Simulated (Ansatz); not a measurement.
# SmIrF: the cost of one run

Computed with Ansatz 0.2.0 (DFT PBE, scalar-relativistic, plane waves, PAW; 4f electrons in the core of a trivalent norm-conserving potential, unless a step's input says otherwise).

### Step 1. Starting point

Symmetry: P-6m2, No. 187, hexagonal system. Conventional cell: a = 4.126 Å, b = 4.126 Å, c = 3.593 Å, α = 90.00°, β = 90.00°, γ = 120.00°. Sm (site symmetry -6m2) has 6 Ir at 2.98 Å and 6 F at 2.98 Å in its first shell of neighbours. Around Ir (site symmetry -6m2) lie 3 F at 2.38 Å. Around F (site symmetry -6m2) lie 3 Ir at 2.38 Å and 6 Sm at 2.98 Å.

Structure file:

```
CELL_PARAMETERS angstrom
4.12627 0.00000 0.00000
-2.06313 3.57345 0.00000
0.00000 0.00000 3.59347
ATOMIC_POSITIONS crystal
Sm 0.00000 0.00000 0.00000
Ir 0.33333 0.66667 0.50000
F 0.66667 0.33333 0.50000
```

The cell is invented: species swapped into a database cell of HoCuGe (P-6m2, No. 187), with Sm on the Ho sites, Ir on the Cu sites and F on the Ge sites. Its size is a rough estimate.

### Step 2. The guess as it stands, on a coarse mesh

input.yaml reads:

```yaml
crystal:
  lattice:
    - [4.12626729, 0.0, 0.0]
    - [-2.06313365, 3.5734523, 0.0]
    - [0.0, 0.0, 3.59347023]
  atoms:
    - { symbol: Sm, position: [0.0, 0.0, 0.0] }
    - { symbol: Ir, position: [0.33333333, 0.66666667, 0.5], spin: 1.0 }
    - { symbol: F, position: [0.66666667, 0.33333333, 0.5] }
basis:
  ecutwfc: 690
kpoints:
  mp_grid: { grid: [6, 6, 6] }
hamiltonian:
  xc: pbe
  pseudopotentials:
    kind: paw
    azcp: { Sm: "pseudopotentials/pbe/nc/lanthanide_3plus/Sm.nc.azcp" }
scf:
  occupations: { method: gaussian, width: 0.1 }
  lower_state_search: "off"
output:
  forces: true
  stress: true
  eigenvalues: true
  populations: true
magnetization:
  spin_polarized: true
```

Command:

```console
$ ansatz run input.yaml --threads 1 --pin off --max-ram 2560MiB --backend cpu --events-out ev --progress --plain --runs-dir out
```

**Question.** How long does this run take on 1 thread of AMD EPYC (Zen 3), shared host, and how much memory does it need?

About 61 s, with a peak of 0.41 GiB.
